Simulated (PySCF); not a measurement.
# A diatomic session: InB, part 2 of 2

PySCF 2.14.0; In cc-pVDZ-PP with ECP28, B cc-pVDZ; scalar-relativistic core potentials. The steps go on from the part before.

### 8 TPSSh (hybrid meta-GGA)

The SCF at the reference distance, 2.438 Å, printed:

```text
[... 13 set-up lines left out, the same as in an earlier log ...]
max_memory 909 MB (current use 282 MB)
[... 3 set-up lines left out, the same as in an earlier log ...]
XC functionals = TPSSH
    V. N. Staroverov, G. E. Scuseria, J. Tao, and J. P. Perdew.,  J. Chem. Phys. 119, 12129 (2003)
[... 2 set-up lines left out, the same as in an earlier log ...]
init E= -214.760356500594
cycle= 1 E= -214.760725039591  delta_E= -0.000369  |g|= 0.0101  |ddm|= 0.0907
cycle= 2 E= -214.76069771746  delta_E= 2.73e-05  |g|= 0.00979  |ddm|= 0.0637
cycle= 3 E= -214.760770716587  delta_E= -7.3e-05  |g|= 0.00334  |ddm|= 0.048
cycle= 4 E= -214.760786851573  delta_E= -1.61e-05  |g|= 0.000213  |ddm|= 0.014
cycle= 5 E= -214.760786930205  delta_E= -7.86e-08  |g|= 8.48e-05  |ddm|= 0.00129
cycle= 6 E= -214.760786942118  delta_E= -1.19e-08  |g|= 1.6e-05  |ddm|= 0.000544
cycle= 7 E= -214.760786943279  delta_E= -1.16e-09  |g|= 5.91e-06  |ddm|= 0.000195
cycle= 8 E= -214.760786943409  delta_E= -1.29e-10  |g|= 1.6e-06  |ddm|= 6.13e-05
Extra cycle  E= -214.760786943416  delta_E= -7.16e-12  |g|= 6.48e-07  |ddm|= 1.13e-05
converged SCF energy = -214.760786943416  <S^2> = 2.0049261  2S+1 = 3.0032823
```

Re = 2.450 Å, ωe = 367 cm⁻¹, ωexe = 2.21 cm⁻¹, αe = 0.00249 cm⁻¹, Be = 0.2795 cm⁻¹, De = 1.72 eV, μ = -1.82 D. 12 s of CPU time for 12 points, integrals apart.

### 9 r²SCAN0 (hybrid meta-GGA)

Log of the SCF at 2.438 Å:

```text
[... 17 set-up lines left out, the same as in an earlier log ...]
XC functionals = HYB_MGGA_XC_R2SCAN0
    M. Bursch, H. Neugebauer, S. Ehlert, and S. Grimme.,  J. Chem. Phys. 156, 134105 (2022)
[... 2 set-up lines left out, the same as in an earlier log ...]
init E= -214.842016738128
cycle= 1 E= -214.842345816124  delta_E= -0.000329  |g|= 0.00724  |ddm|= 0.106
cycle= 2 E= -214.842362826737  delta_E= -1.7e-05  |g|= 0.00749  |ddm|= 0.0572
cycle= 3 E= -214.842428202043  delta_E= -6.54e-05  |g|= 0.00133  |ddm|= 0.0322
cycle= 4 E= -214.842435716769  delta_E= -7.51e-06  |g|= 0.000663  |ddm|= 0.0117
cycle= 5 E= -214.842437469789  delta_E= -1.75e-06  |g|= 0.000235  |ddm|= 0.00572
cycle= 6 E= -214.842437849096  delta_E= -3.79e-07  |g|= 6.2e-05  |ddm|= 0.00352
cycle= 7 E= -214.842437863499  delta_E= -1.44e-08  |g|= 2.27e-05  |ddm|= 0.000675
cycle= 8 E= -214.842437864727  delta_E= -1.23e-09  |g|= 4.31e-06  |ddm|= 0.000185
cycle= 9 E= -214.842437864785  delta_E= -5.76e-11  |g|= 5.55e-07  |ddm|= 4.59e-05
Extra cycle  E= -214.842437864785  delta_E= -6.25e-13  |g|= 3.18e-07  |ddm|= 4.43e-06
converged SCF energy = -214.842437864785  <S^2> = 2.0095929  2S+1 = 3.0063884
```

Re = 2.419 Å, ωe = 389 cm⁻¹, ωexe = 2.32 cm⁻¹, αe = 0.00251 cm⁻¹, Be = 0.2866 cm⁻¹, De = 1.72 eV, μ = -1.67 D. 12 s of CPU time for 12 points, integrals apart.

### 10 PBEsol

The SCF at the reference distance, 2.438 Å, printed:

```text
[... 17 set-up lines left out, the same as in an earlier log ...]
XC functionals = PBEsol
    J. P. Perdew, A. Ruzsinszky, G. I. Csonka, O. A. Vydrov, G. E. Scuseria, L. A. Constantin, X. Zhou, and K. Burke.,  Phys. Rev. Lett. 100, 136406 (2008)
    J. P. Perdew, A. Ruzsinszky, G. I. Csonka, O. A. Vydrov, G. E. Scuseria, L. A. Constantin, X. Zhou, and K. Burke.,  Phys. Rev. Lett. 100, 136406 (2008)
[... 2 set-up lines left out, the same as in an earlier log ...]
init E= -214.429831565999
cycle= 1 E= -214.431326829388  delta_E= -0.0015  |g|= 0.0261  |ddm|= 0.244
cycle= 2 E= -214.428653133423  delta_E= 0.00267  |g|= 0.0484  |ddm|= 0.263
cycle= 3 E= -214.431854827055  delta_E= -0.0032  |g|= 0.014  |ddm|= 0.236
cycle= 4 E= -214.432054362304  delta_E= -0.0002  |g|= 0.000739  |ddm|= 0.0537
cycle= 5 E= -214.432055007697  delta_E= -6.45e-07  |g|= 0.000255  |ddm|= 0.00525
cycle= 6 E= -214.432055115412  delta_E= -1.08e-07  |g|= 7.33e-05  |ddm|= 0.0013
cycle= 7 E= -214.432055124013  delta_E= -8.6e-09  |g|= 7.39e-06  |ddm|= 0.000432
cycle= 8 E= -214.432055124073  delta_E= -5.96e-11  |g|= 2.92e-06  |ddm|= 4.07e-05
Extra cycle  E= -214.432055124012  delta_E= 6.07e-11  |g|= 7.21e-06  |ddm|= 4.42e-05
converged SCF energy = -214.432055124012  <S^2> = 2.0023858  2S+1 = 3.0015901
```

Re = 2.436 Å, ωe = 364 cm⁻¹, ωexe = 2.35 cm⁻¹, αe = 0.00267 cm⁻¹, Be = 0.2828 cm⁻¹, De = 2.07 eV, μ = -1.63 D.

### 11 CAM-B3LYP

Output of the SCF at 2.438 Å:

```text
[... 17 set-up lines left out, the same as in an earlier log ...]
XC functionals = CAMB3LYP
    T. Yanai, D. P. Tew, and N. C. Handy.,  Chem. Phys. Lett. 393, 51 (2004)
[... 2 set-up lines left out, the same as in an earlier log ...]
init E= -214.778575253774
cycle= 1 E= -214.778959124437  delta_E= -0.000384  |g|= 0.00657  |ddm|= 0.0929
cycle= 2 E= -214.778999466995  delta_E= -4.03e-05  |g|= 0.00375  |ddm|= 0.0422
cycle= 3 E= -214.779015687671  delta_E= -1.62e-05  |g|= 0.00105  |ddm|= 0.0166
cycle= 4 E= -214.779019001446  delta_E= -3.31e-06  |g|= 0.000347  |ddm|= 0.00776
cycle= 5 E= -214.779019658319  delta_E= -6.57e-07  |g|= 0.000225  |ddm|= 0.00265
cycle= 6 E= -214.779020051715  delta_E= -3.93e-07  |g|= 6.93e-05  |ddm|= 0.00336
cycle= 7 E= -214.779020090889  delta_E= -3.92e-08  |g|= 1.91e-05  |ddm|= 0.0011
cycle= 8 E= -214.779020093224  delta_E= -2.34e-09  |g|= 5.52e-06  |ddm|= 0.000262
cycle= 9 E= -214.779020093408  delta_E= -1.84e-10  |g|= 1.79e-06  |ddm|= 7.32e-05
Extra cycle  E= -214.779020093418  delta_E= -9.72e-12  |g|= 8.87e-07  |ddm|= 1.36e-05
converged SCF energy = -214.779020093418  <S^2> = 2.0067966  2S+1 = 3.0045276
```

Re = 2.419 Å, ωe = 386 cm⁻¹, ωexe = 2.16 cm⁻¹, αe = 0.00245 cm⁻¹, Be = 0.2867 cm⁻¹, De = 1.51 eV, μ = -1.86 D. 12 s of CPU time for 12 points, integrals apart.

### 12 UHF (mean field)

The SCF at the reference distance, 2.438 Å, printed:

```text
******** <class 'pyscf.scf.uhf_symm.SymAdaptedUHF'> ********
method = SymAdaptedUHF
[... 11 set-up lines left out, the same as in an earlier log ...]
max_memory 909 MB (current use 280 MB)
[... 1 set-up line left out, the same as in an earlier log ...]
Overwritten attributes  get_j get_hcore get_k get_occ get_jk  of <class 'pyscf.scf.uhf_symm.SymAdaptedUHF'>
<class 'pyscf.scf.uhf_symm.SymAdaptedUHF'> does not have attributes  refdm
[... 1 set-up line left out, the same as in an earlier log ...]
init E= -213.755842709077
cycle= 1 E= -213.765989360715  delta_E= -0.0101  |g|= 0.0255  |ddm|= 0.404
cycle= 2 E= -213.767379723733  delta_E= -0.00139  |g|= 0.0121  |ddm|= 0.127
cycle= 3 E= -213.768022550674  delta_E= -0.000643  |g|= 0.00772  |ddm|= 0.0686
cycle= 4 E= -213.768368687234  delta_E= -0.000346  |g|= 0.00606  |ddm|= 0.0465
cycle= 5 E= -213.768777294606  delta_E= -0.000409  |g|= 0.00278  |ddm|= 0.0914
cycle= 6 E= -213.768848824699  delta_E= -7.15e-05  |g|= 0.000574  |ddm|= 0.0474
cycle= 7 E= -213.768851146427  delta_E= -2.32e-06  |g|= 0.000178  |ddm|= 0.00866
cycle= 8 E= -213.768851253992  delta_E= -1.08e-07  |g|= 7.66e-05  |ddm|= 0.00143
cycle= 9 E= -213.768851286237  delta_E= -3.22e-08  |g|= 2.33e-05  |ddm|= 0.000943
cycle= 10 E= -213.768851288936  delta_E= -2.7e-09  |g|= 8.74e-06  |ddm|= 0.000242
cycle= 11 E= -213.768851289309  delta_E= -3.73e-10  |g|= 4.12e-06  |ddm|= 9.01e-05
Extra cycle  E= -213.768851289359  delta_E= -4.96e-11  |g|= 2.92e-06  |ddm|= 2.05e-05
converged SCF energy = -213.768851289359  <S^2> = 2.0169743  2S+1 = 3.0112949
```

Re = 2.444 Å, ωe = 390 cm⁻¹, ωexe = 2.93 cm⁻¹, αe = 0.00263 cm⁻¹, Be = 0.2810 cm⁻¹, De = 0.92 eV, μ = -1.80 D.

### 13 MP2 and coupled cluster

Reference: UHF; core orbitals frozen: 5; virtual orbitals above 20 hartree dropped in coupled cluster: 1. MP2 keeps all virtuals, so it differs from the MP2 energy in the coupled-cluster log.

Log of the coupled-cluster run at 2.438 Å:

```text
******** <class 'pyscf.cc.uccsd.UCCSD'> ********
CC2 = 0
CCSD nocc = (np.int64(9), np.int64(7)), nmo = (31, 31)
frozen orbitals [[0, 1, 2, 3, 4, 36], [0, 1, 2, 3, 4, 36]]
max_cycle = 80
direct = 0
conv_tol = 1e-07
conv_tol_normt = 1e-05
diis_space = 8
diis_start_cycle = 0
diis_start_energy_diff = 1e+09
max_memory 909 MB (current use 308 MB)
Init t2, MP2 energy = -0.0966982275334322
Init E_corr(UCCSD) = -0.0966982275495152
cycle = 1  E_corr(UCCSD) = -0.116638954267586  dE = -0.0199407267  norm(t1,t2) = 0.0854113
cycle = 2  E_corr(UCCSD) = -0.123628955154636  dE = -0.00699000089  norm(t1,t2) = 0.0419207
cycle = 3  E_corr(UCCSD) = -0.129283431458393  dE = -0.0056544763  norm(t1,t2) = 0.0276875
cycle = 4  E_corr(UCCSD) = -0.129927013781875  dE = -0.000643582323  norm(t1,t2) = 0.0139381
cycle = 5  E_corr(UCCSD) = -0.130153649571235  dE = -0.000226635789  norm(t1,t2) = 0.00686237
cycle = 6  E_corr(UCCSD) = -0.130309861702652  dE = -0.000156212131  norm(t1,t2) = 0.00261242
cycle = 7  E_corr(UCCSD) = -0.130277404014744  dE = 3.24576879e-05  norm(t1,t2) = 0.000872825
cycle = 8  E_corr(UCCSD) = -0.13028649891169  dE = -9.09489695e-06  norm(t1,t2) = 0.000380205
cycle = 9  E_corr(UCCSD) = -0.130284427949568  dE = 2.07096212e-06  norm(t1,t2) = 0.000168103
cycle = 10  E_corr(UCCSD) = -0.130281076204251  dE = 3.35174532e-06  norm(t1,t2) = 6.33597e-05
cycle = 11  E_corr(UCCSD) = -0.130280872889058  dE = 2.03315192e-07  norm(t1,t2) = 2.90073e-05
cycle = 12  E_corr(UCCSD) = -0.13028157831563  dE = -7.05426572e-07  norm(t1,t2) = 1.15856e-05
cycle = 13  E_corr(UCCSD) = -0.130281855672255  dE = -2.77356625e-07  norm(t1,t2) = 4.98435e-06
cycle = 14  E_corr(UCCSD) = -0.130281732442172  dE = 1.23230082e-07  norm(t1,t2) = 2.29629e-06
cycle = 15  E_corr(UCCSD) = -0.13028165836779  dE = 7.40743819e-08  norm(t1,t2) = 8.29511e-07
UCCSD converged
E(UCCSD) = -213.8991329477265  E_corr = -0.1302816583677904
UCCSD(T) correction = -0.00538503605119439
```

Correlation energy (eV) along the bond:

```csv
R (Å),MP2,SCS-MP2,CCSD,CCSD(T),T1
2.097,-2.674,-2.689,n/a,n/a,n/a
2.194,-2.657,-2.678,-3.551,-3.697,0.030
2.292,-2.645,-2.671,-3.545,-3.691,0.030
2.365,-2.638,-2.667,-3.544,-3.690,0.030
2.438,-2.632,-2.663,-3.545,-3.692,0.030
2.511,-2.624,-2.659,-3.547,-3.694,0.031
2.609,-2.613,-2.651,-3.550,-3.699,0.032
2.731,-2.592,-2.635,-3.552,-3.703,0.035
2.877,-2.554,-2.606,-3.546,-3.699,0.039
3.072,-2.484,-2.554,n/a,n/a,n/a
```

UHF-MP2: Re = 2.428 Å, ωe = 404 cm⁻¹, ωexe = 1.83 cm⁻¹, αe = 0.00213 cm⁻¹, Be = 0.2847 cm⁻¹, De = 1.36 eV.

UHF-SCS-MP2: Re = 2.434 Å, ωe = 401 cm⁻¹, ωexe = 1.99 cm⁻¹, αe = 0.00216 cm⁻¹, Be = 0.2831 cm⁻¹, De = 1.20 eV.

UHF-CCSD: Re = 2.448 Å, ωe = 381 cm⁻¹, ωexe = 2.34 cm⁻¹, αe = 0.00246 cm⁻¹, Be = 0.2801 cm⁻¹, De = 1.26 eV.

UHF-CCSD(T): Re = 2.450 Å, ωe = 377 cm⁻¹, ωexe = 2.32 cm⁻¹, αe = 0.00250 cm⁻¹, Be = 0.2796 cm⁻¹, De = 1.34 eV.

### 14 The curves together

Energy (eV) from each level's lowest point:

```
R (Å)    UHF  UHF-MP2  UHF-SCS-MP2  UHF-CCSD  UHF-CCSD(T)    PBE  PBEsol  r²SCAN  TPSSh   PBE0  r²SCAN0  CAM-B3LYP
2.097  0.538    0.495        0.512       n/a          n/a  0.496   0.440   0.464  0.488  0.460    0.442      0.432
2.194  0.243    0.217        0.229     0.237        0.238  0.233   0.195   0.207  0.224  0.203    0.188      0.184
2.292  0.079    0.065        0.072     0.079        0.080  0.082   0.061   0.065  0.075  0.062    0.053      0.051
2.365  0.019    0.013        0.016     0.020        0.021  0.024   0.013   0.014  0.020  0.013    0.008      0.008
2.438  0.000    0.000        0.000     0.000        0.000  0.000   0.000   0.000  0.000  0.000    0.000      0.000
2.511  0.012    0.019        0.016     0.010        0.009  0.003   0.013   0.013  0.008  0.015    0.020      0.020
2.609  0.062    0.080        0.074     0.057        0.055  0.038   0.059   0.062  0.051  0.066    0.079      0.078
2.731  0.160    0.199        0.188     0.153        0.149  0.116   0.150   0.157  0.141  0.165    0.187      0.186
2.877  0.301    0.379        0.359     0.300        0.294  0.239   0.286   0.299  0.279  0.313    0.346      0.346
3.072  0.485    0.632        0.594       n/a          n/a  0.423   0.487   0.507  0.486  0.532    0.576      0.579
```

The whole job (state search and all levels along the bond) took 2.3 min on 1 thread of Arm Neoverse N1 (shared host), peak memory 0.44 GiB.

### 15 Constants by level of theory

This closing draws on all 2 parts.

Lowest PBE0 solution found, without spin–orbit coupling: ³Π (triplet), unpaired electrons σ ↑, π ↑. State 2 has its PBE0 minimum 0.07 eV higher. State 3 has its PBE0 minimum 0.18 eV higher, as a spin-mixed determinant (⟨S²⟩ = 1.02), so this is no gap between pure states. State 4 has its PBE0 minimum 0.29 eV higher, as a spin-mixed determinant (⟨S²⟩ = 1.01), so this is no gap between pure states. The other levels ran on the lowest alone.

| level | Re (Å) | ωe (cm⁻¹) | De (eV) | μ (D) |
| --- | --- | --- | --- | --- |
| UHF | 2.444 | 390 | 0.92 | -1.80 |
| UHF-MP2 | 2.428 | 404 | 1.36 | n/a |
| UHF-SCS-MP2 | 2.434 | 401 | 1.20 | n/a |
| UHF-CCSD | 2.448 | 381 | 1.26 | n/a |
| UHF-CCSD(T) | 2.450 | 377 | 1.34 | n/a |
| PBE | 2.464 | 350 | 1.91 | -1.75 |
| PBEsol | 2.436 | 364 | 2.07 | -1.63 |
| r²SCAN | 2.437 | 373 | 1.87 | -1.62 |
| TPSSh | 2.450 | 367 | 1.72 | -1.82 |
| PBE0 | 2.433 | 377 | 1.75 | -1.82 |
| r²SCAN0 | 2.419 | 389 | 1.72 | -1.67 |
| CAM-B3LYP | 2.419 | 386 | 1.51 | -1.86 |

De is counted to In + B in their ground configurations. A positive dipole means In(−)B(+).

Differences from CCSD(T) in the same basis:

```csv
level,Re (mÅ),ωe (%)
UHF,-6,+3.2
UHF-MP2,-22,+7.0
UHF-SCS-MP2,-15,+6.3
UHF-CCSD,-2,+0.8
PBE,+14,-7.2
PBEsol,-14,-3.6
r²SCAN,-13,-1.2
TPSSh,0,-2.9
PBE0,-17,-0.1
r²SCAN0,-30,+3.0
CAM-B3LYP,-31,+2.3
```

Time per point (s) on 1 thread of Arm Neoverse N1, shared host (CPU time, shared integrals of 0.15 s apart; correlated levels include their reference; CCSD comes with the CCSD(T) run); the times are rough: UHF 0.093, UHF-MP2 0.15, UHF-SCS-MP2 0.15, PBE 0.62, PBEsol 0.44, r²SCAN 0.88, TPSSh 0.99, PBE0 1, r²SCAN0 0.97, CAM-B3LYP 1; the reference 3.1.

**Reading.** Judged by CCSD(T) in the same basis: best bond length TPSSh (0 mÅ), worst CAM-B3LYP (-31 mÅ); best wavenumber PBE0 (-0.1 %), worst PBE (-7.2 %). Hartree–Fock makes the bond too short and too stiff against this reference, as it mostly does. PBE gives a bond that is too long and too soft, as GGAs tend to. CCSD(T) in a basis this small is itself some way from its limit, more so than the functionals. Among the levels with a De in the table, it runs from 0.92 eV (UHF) to 2.07 eV (PBEsol).

Correlated steps freeze 5 core orbitals. These are scalar-relativistic numbers at best; spin–orbit coupling would shift them, the dissociation energy most.
